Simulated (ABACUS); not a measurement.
An input for ABACUS 3.10.1 (Ta4NiO11):

File INPUT:

```
INPUT_PARAMETERS
suffix              Ta4NiO11
calculation         cell-relax
basis_type          pw
pseudo_dir          ./
symmetry            1
dft_functional      pbesol
ecutwfc             55
pseudo_rcut         10
nspin               2
nbands              83
ks_solver           dav
smearing_method     fd
smearing_sigma      0.00367493
scf_thr             1e-08
scf_nmax            100
mixing_type         broyden
mixing_beta         0.4
cal_force           1
cal_stress          1
ecutrho             440
relax_nmax          60
force_thr_ev        0.005
relax_method        cg
out_stru            1
stress_thr          0.2
kpar                8
```

STRU

```
ATOMIC_SPECIES
Ta 180.9479 Ta_pbe_v1.uspp.F.UPF
Ni 58.6934 ni_pbe_v1.4.uspp.F.UPF
O 15.9990 O.pbe-n-kjpaw_psl.0.1.UPF

LATTICE_CONSTANT
28.2665838473

LATTICE_VECTORS
0.1306956690 -0.9914225346 0.0000000000
0.1306956690 0.9914225346 0.0000000000
0.0000000000 0.0000000000 0.2597868489

ATOMIC_POSITIONS
Cartesian

Ta
0.0
4
0.1306956690 0.5861884878 0.0000000000 1 1 1 mag 0
0.1306956690 -0.8417375603 0.0000000000 1 1 1 mag 0
0.1306956690 0.8417375603 0.0000000000 1 1 1 mag 0
0.1306956690 -0.5861884878 0.0000000000 1 1 1 mag 0

Ni
0.0
1
0.1306956690 0.0000000000 0.0000000000 1 1 1 mag 1

O
0.0
11
0.1306956690 0.7140819948 0.0000000000 1 1 1 mag 0
0.1306956690 -0.4383475594 0.0000000000 1 1 1 mag 0
0.1306956690 0.1260098041 0.0000000000 1 1 1 mag 0
0.1306956690 -0.1260098041 0.0000000000 1 1 1 mag 0
0.0000000000 0.0000000000 0.0000000000 1 1 1 mag 0
0.1306956690 -0.7140819948 0.0000000000 1 1 1 mag 0
0.1306956690 0.4383475594 0.0000000000 1 1 1 mag 0
0.1306956690 -0.8484594051 0.1298934245 1 1 1 mag 0
0.1306956690 0.8484594051 0.1298934245 1 1 1 mag 0
0.1306956690 -0.5836702746 0.1298934245 1 1 1 mag 0
0.1306956690 0.5836702746 0.1298934245 1 1 1 mag 0
```

KPT

```
K_POINTS
0
Gamma
5 5 5 0 0 0
```

Potentials or basis: SSSP 1.3 efficiency PBE, plane waves.

Launch:

```bash
$ OMP_NUM_THREADS=1 mpirun -np 8 abacus > log
```

**Question.** Does this run start?

**Answer.** The run stopped without a result. It printed:

running log:

```text
ABACUS v3.10.1

               Atomic-orbital Based Ab-initio Computation at UStc

 ------------------------------------------------------------------------------------

 READING GENERAL INFORMATION
                           global_out_dir = OUT.Ta4NiO11/
                           global_in_card = INPUT
                               pseudo_dir = ./
[... 101 lines left out ...]
 XC functional updated to : pbesol
          exchange-correlation functional = PBESOL
 !!!!!!!!!!!!!!!!!!!!!!!!!!!!!!!!!!!!!!!!!!!!!!!!!!!!!!!!!
                         NOTICE
 !!!!!!!!!!!!!!!!!!!!!!!!!!!!!!!!!!!!!!!!!!!!!!!!!!!!!!!!!

 PAW POTENTIAL IS NOT SUPPORTED
 CHECK IN FILE : OUT.Ta4NiO11/warning.log

 !!!!!!!!!!!!!!!!!!!!!!!!!!!!!!!!!!!!!!!!!!!!!!!!!!!!!!!!!
                         NOTICE
 !!!!!!!!!!!!!!!!!!!!!!!!!!!!!!!!!!!!!!!!!!!!!!!!!!!!!!!!!
 Check in file : OUT.Ta4NiO11/warning.log
```

On the terminal:

```text
ABACUS v3.10.1

,Total thread number: 8,Local thread limit: 192
               Atomic-orbital Based Ab-initio Computation at UStc

 dft_functional readin is: pbesol
 dft_functional in pseudopot file is: PBE
 Please make sure this is what you need
 dft_functional readin is: pbesol
 dft_functional in pseudopot file is: PBE
 Please make sure this is what you need

 !!!!!!!!!!!!!!!!!!!!!!!!!!!!!!!!!!!!!!!!!!!!!!!!!!!!!!!!!
                         NOTICE
 !!!!!!!!!!!!!!!!!!!!!!!!!!!!!!!!!!!!!!!!!!!!!!!!!!!!!!!!!

 PAW POTENTIAL IS NOT SUPPORTED
 CHECK IN FILE : OUT.Ta4NiO11/warning.log

 !!!!!!!!!!!!!!!!!!!!!!!!!!!!!!!!!!!!!!!!!!!!!!!!!!!!!!!!!
                         NOTICE
 !!!!!!!!!!!!!!!!!!!!!!!!!!!!!!!!!!!!!!!!!!!!!!!!!!!!!!!!!
```
